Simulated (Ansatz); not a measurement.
# C2H6BFS: how energies converge with the basis set

One table from this session's results is given with a row withheld; the runs are named, their logs left out.

Program: Ansatz 0.2.0, Gaussian basis. Level of theory: one geometry, several basis sets. These are calculated values, not measurements.

The runs, in order: PBE0-D4/def2-SVP; ωB97M-V/def2-SVP; PBE0-D4/def2-QZVPP; ωB97M-V/def2-QZVPP; the functionals' def2-TZVPP values are taken from earlier runs.

### The relaxed structure

An earlier PBE0-D4 in a triple-zeta def2 set relaxation fixed the geometry.

SMILES `CCB(F)S`, 11 atoms, charge 0, spin multiplicity 1.

Atoms are counted from 1 here; the program's logs count them from 0.

Bond lengths: C1–C2 1.529 Å, C1–H6 1.092 Å, C1–H7 1.092 Å, C1–H8 1.093 Å, C2–B3 1.563 Å, C2–H9 1.100 Å, C2–H10 1.094 Å, B3–F4 1.333 Å, B3–S5 1.805 Å, S5–H11 1.344 Å. Angles: C2–C1–H6 111.3°, C2–C1–H7 111.2°, C2–C1–H8 111.3°, H6–C1–H7 107.9°, H6–C1–H8 107.5°, H7–C1–H8 107.5°, C1–C2–B3 113.7°, C1–C2–H9 109.2°, C1–C2–H10 110.8°, B3–C2–H9 106.2°, B3–C2–H10 110.9°, H9–C2–H10 105.5°, C2–B3–F4 119.9°, C2–B3–S5 121.4°, F4–B3–S5 118.8°, B3–S5–H11 96.6°.

The first run:

Input file in.yaml:

```yaml
crystal:
  periodic: [false, false, false]
  atoms:
    - {symbol: C, position_ang: [-0.797135, 0.462949, 1.245033]}
    - {symbol: C, position_ang: [0.396768, 0.519865, 0.291507]}
    - {symbol: B, position_ang: [0.394271, -0.612714, -0.785440]}
    - {symbol: F, position_ang: [0.106774, -1.864744, -0.430729]}
    - {symbol: S, position_ang: [0.793364, -0.269074, -2.512022]}
    - {symbol: H, position_ang: [-0.716991, 1.221599, 2.026259]}
    - {symbol: H, position_ang: [-0.868473, -0.511966, 1.731191]}
    - {symbol: H, position_ang: [-1.736720, 0.634716, 0.714209]}
    - {symbol: H, position_ang: [1.325895, 0.393972, 0.866207]}
    - {symbol: H, position_ang: [0.473491, 1.504850, -0.177462]}
    - {symbol: H, position_ang: [0.694158, -1.536550, -2.948154]}
basis:
  gaussian: {orbitals: def2-SVP}
hamiltonian: {xc: pbe0, dispersion: d4}
output: {orbitals: {seedname: orbitals}}
```

On the command line:

```console
$ ansatz run in.yaml --threads 4 --pin off --events-out ev --progress --plain --max-ram 10444MiB
```

Steps of the session up to this table: PBE0-D4 in def2-SVP; ωB97M-V in def2-SVP; PBE0-D4 in def2-QZVPP; ωB97M-V in def2-QZVPP.

One of the session's tables, all rows but one given; the rest of the session is left out.

| functional | basis | HOMO (eV) | LUMO (eV) |
| --- | --- | --- | --- |
| PBE0-D4 | def2-SVP | -7.91 | 0.05 |
| PBE0-D4 | def2-TZVPP | -8.03 | -0.21 |
| PBE0-D4 | def2-QZVPP | -8.05 | -0.29 |
| ωB97M-V | def2-SVP | -10.07 | 2.15 |
| ωB97M-V | def2-TZVPP | -10.22 | 1.77 |
| ωB97M-V | def2-QZVPP | ? | ? |

**Question.** Estimate the row for ωB97M-V, def2-QZVPP.

**Answer.** HOMO (eV): -10.25; LUMO (eV): 1.50. In the column «HOMO (eV)» it is the lowest.
